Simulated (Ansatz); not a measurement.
# SrCoS2 (element-swapped structure): how the settings move a single-point run

How sensitive is a single-point run of SrCoS2 (element-swapped structure) to its settings? A reference run comes first, then three runs with altered input.

Method: reference: DFT r2SCAN, plane waves, PAW, scalar-relativistic, no spin polarisation, in Ansatz 0.2.0.

1 further run of the same task is left out (set aside as unsound or not needed).

**1. The system as given**

It takes space group Cmme (No. 67, orthorhombic). Conventional cell: a = 6.330 Å, b = 6.381 Å, c = 8.786 Å, α = 90.00°, β = 90.00°, γ = 90.00°. Sr (site symmetry mm2) is surrounded by 9 S at 3.06 to 3.48 Å and 1 Co at 3.47 Å. Co (site symmetry mm2) has 5 S at 2.25 to 2.39 Å as nearest neighbours. Around S (site symmetry mm2) lie 1 Co at 2.25 Å and 5 Sr at 3.06 to 3.22 Å. Around S (site symmetry 222) lie 4 Co at 2.39 Å.

As a file:

```cif
data_structure
_symmetry_space_group_name_H-M 'Cmme'
_symmetry_Int_Tables_number 67
_cell_length_a 6.3302
_cell_length_b 6.3806
_cell_length_c 8.7864
_cell_angle_alpha 90.000
_cell_angle_beta 90.000
_cell_angle_gamma 90.000
_cell_volume 354.89
loop_
_atom_site_label
_atom_site_type_symbol
_atom_site_symmetry_multiplicity
_atom_site_Wyckoff_symbol
_atom_site_fract_x
_atom_site_fract_y
_atom_site_fract_z
_atom_site_occupancy
Sr1 Sr 4 g 0.50000 0.75000 0.19810 1
Co1 Co 4 g 0.50000 0.75000 0.59320 1
S1 S 4 g 0.50000 0.75000 0.84960 1
S2 S 4 b 0.75000 0.00000 0.50000 1
```

**2. Reference**

Input file input.yaml:

```yaml
crystal:
  lattice:
    - [3.165113, 3.190321, 0.0]
    - [3.165113, -3.190321, 0.0]
    - [0.0, 0.0, -8.786428]
  atoms:
    - { symbol: Sr, position: [0.25, 0.75, 0.8019] }
    - { symbol: Sr, position: [0.75, 0.25, 0.1981] }
    - { symbol: Co, position: [0.25, 0.75, 0.4068] }
    - { symbol: Co, position: [0.75, 0.25, 0.5932] }
    - { symbol: S, position: [0.25, 0.75, 0.1504] }
    - { symbol: S, position: [0.75, 0.25, 0.8496] }
    - { symbol: S, position: [0.75, 0.75, 0.5] }
    - { symbol: S, position: [0.25, 0.25, 0.5] }
  symmetry: { tolerance: 0.0003 }
kpoints:
  mp_grid: { grid: [4, 4, 2], shift: [0, 0, 0] }
magnetization:
  spin_polarized: false
scf:
  occupations: { method: fermi_dirac }
hamiltonian:
  pseudopotentials: { kind: paw }
  xc: r2scan
basis:
  ecutwfc: 500
output:
  forces: true
  stress: true
  eigenvalues: true
  write_density: true
  write_potential: true
  elf: true
  volumetric_format: npy
```

Launch:

```bash
ansatz run input.yaml --threads 1 --pin off --max-ram 2560MiB --backend cpu --events-out ev --progress --plain --runs-dir out
```

**3. Variant: chi_scale 0.0**

Edit input.yaml of step 2 so:

```diff
@@ -21,2 +21,3 @@
   occupations: { method: fermi_dirac }
+  initial_density: { chi_scale: 0.0 }
 hamiltonian:
@@ -30,5 +31 @@
   eigenvalues: true
-  write_density: true
-  write_potential: true
-  elf: true
-  volumetric_format: npy
```

**4. Changed: occupations.method methfessel_paxton, occupations.width 0.05, n_extra_bands 4**

Edit input.yaml of step 2 so:

```diff
@@ -20,3 +20,4 @@
 scf:
-  occupations: { method: fermi_dirac }
+  occupations: { method: methfessel_paxton, width: 0.05 }
+  n_extra_bands: 4
 hamiltonian:
@@ -30,5 +31 @@
   eigenvalues: true
-  write_density: true
-  write_potential: true
-  elf: true
-  volumetric_format: npy
```

**5. Changed: hubbard.sites [{species: Co, l: d, u_eff: 1.0}], hubbard.double_counting amf**

Edit input.yaml of step 2 so:

```diff
@@ -24,2 +24,3 @@
   xc: r2scan
+  hubbard: { sites: [{ species: Co, l: d, u_eff: 1.0 }], double_counting: amf }
 basis:
@@ -30,5 +31 @@
   eigenvalues: true
-  write_density: true
-  write_potential: true
-  elf: true
-  volumetric_format: npy
```

Before running it: what results should come out? Wanted: for each run, ending; energy change; pressure; gap; force.

As calculated:

```tsv
run	ending	energy change	pressure (GPa)	gap (eV)	force (eV/Å)	cycles	time
reference	converged	0	-8.6	0.00	0.60	8	29 s
1: chi_scale 0.0	converged	0.0 meV/atom	-8.6	0.00	0.60	14	28 s
2: occupations.method methfessel_paxton, occupations.width 0.05, n_extra_bands 4	converged	+2.3 meV/atom (σ→0)	-8.8	0.00	0.37	11	28 s
3: hubbard.sites [{species: Co, l: d, u_eff: 1.0}], hubbard.double_counting amf	converged	-40.3 meV/atom (U changed: no physical gain or loss)	-8.0	0.00	1.02	14	32 s
```

Times don't compare one to one where runs were asked for different outputs or read a saved state (see the inputs); cycles may leave out searches for a lower state.

Residual by cycle in the longest SCF loop of each run; runs are numbered as in the table. The quantity is the density residual dr2, in eV.

```tsv
cycle	reference	run 1	run 2	run 3
1	0.162	19.7	0.211	31.1
2	0.0317	27.6	0.0946	72.5
3	0.00733	2.99	0.0063	2.09
5	7.7e-5	0.0659	0.00201	0.558
6	8.7e-6	0.0244	4.7e-4	0.0765
7	1.0e-6	0.00481	1.3e-4	0.0243
8	7.9e-8	0.00454	3.0e-5	0.0084
9	-	6.9e-4	1.7e-6	0.00119
10	-	4.4e-5	4.3e-7	1.4e-5
12	-	3.1e-6	-	1.0e-5
13	-	3.8e-7	-	5.5e-7
14	-	2.6e-8	-	3.1e-8
```

A changed U is a change of model: its shifts are not errors of convergence. The reference has no spin polarisation; with Co present, a magnetic state may lie lower.

The reference has limits of its own: its mesh is coarse for a cell with so small a gap or none; the structure is made up and not relaxed.
